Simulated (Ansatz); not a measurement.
Crystal: HfIn4SiO6.

```
Hf In Si O
1.0
     2.71585   -4.70357    0.00833
     2.71585    4.70357    0.00833
    -1.87915    0.00000    7.40127
Hf In Si O
1 4 1 6
Direct
  0.78835 0.21165 0.00000
  0.62175 0.37825 0.50000
  0.45502 0.54498 0.00000
  0.28407 0.71593 0.50000
  0.95814 0.04186 0.50000
  0.12168 0.87832 0.00000
  0.06219 0.11415 0.86666
  0.88585 0.93781 0.13334
  0.79490 0.53784 0.86663
  0.46216 0.20510 0.13337
  0.15352 0.62879 0.13333
  0.37121 0.84648 0.86667
```

The cell was built by a generator and needn't be a form met in nature.

| Property | Result |
| --- | --- |
| Program | Ansatz 0.2.0 |
| Task | relaxation of cell and atoms |
| Functional | RPBE |
| Potentials or basis | Ansatz PAW |
| Cutoff | 420 eV (not typed: the program's choice for these potentials) |
| k mesh | 4 × 4 × 3 |
| Occupations | fermi-dirac, width 0.05 eV |
| Spin | no spin polarisation |

At the start: volume 15.77 Å³/atom.

Question: Where does the relaxation end?

Answer: It ends after 8 steps and the volume is 16.31 Å³/atom (+3.4 %); space group C2 (No. 5, to 0.05 Å).

The path:
```tsv
step	energy change (eV)	largest force (eV/Å)	volume (Å³)
1	0.0000	0.1696	189.24
2	-0.0154	0.2049	196.86
3	-0.0319	0.0771	195.20
4	-0.0330	0.0222	195.12
5	-0.0330	0.0046	195.16
6	-0.0513	0.0049	195.16
7	-0.0504	0.0065	195.69
8	-0.0517	0.0064	195.69
```

Final structure:
```cif
data_structure
_symmetry_space_group_name_H-M 'P 1'
_symmetry_Int_Tables_number 1
_cell_length_a 5.4584
_cell_length_b 5.4584
_cell_length_c 7.8079
_cell_angle_alpha 96.818
_cell_angle_beta 96.818
_cell_angle_gamma 120.007
_cell_volume 195.69
loop_
_atom_site_label
_atom_site_type_symbol
_atom_site_fract_x
_atom_site_fract_y
_atom_site_fract_z
_atom_site_occupancy
Hf1 Hf 0.78826 0.21174 0.00000 1
In1 In 0.62137 0.37863 0.50000 1
In2 In 0.45488 0.54512 0.00000 1
In3 In 0.28583 0.71417 0.50000 1
In4 In 0.95749 0.04251 0.50000 1
Si1 Si 0.12158 0.87842 0.00000 1
O1 O 0.06210 0.11464 0.86830 1
O2 O 0.88536 0.93790 0.13170 1
O3 O 0.79585 0.53799 0.86832 1
O4 O 0.46201 0.20415 0.13168 1
O5 O 0.15161 0.62750 0.13161 1
O6 O 0.37250 0.84839 0.86839 1
```

Caveat: the plane-wave basis is chosen anew once the cell has moved, so the energies of steps on either side of that aren't comparable; the pressure holds a Pulay correction of +0.4 GPa for the finite cutoff; the PAW data sets come from PBE, with cores solved anew for the run's functional, which leaves a small shift of forces and pressure.
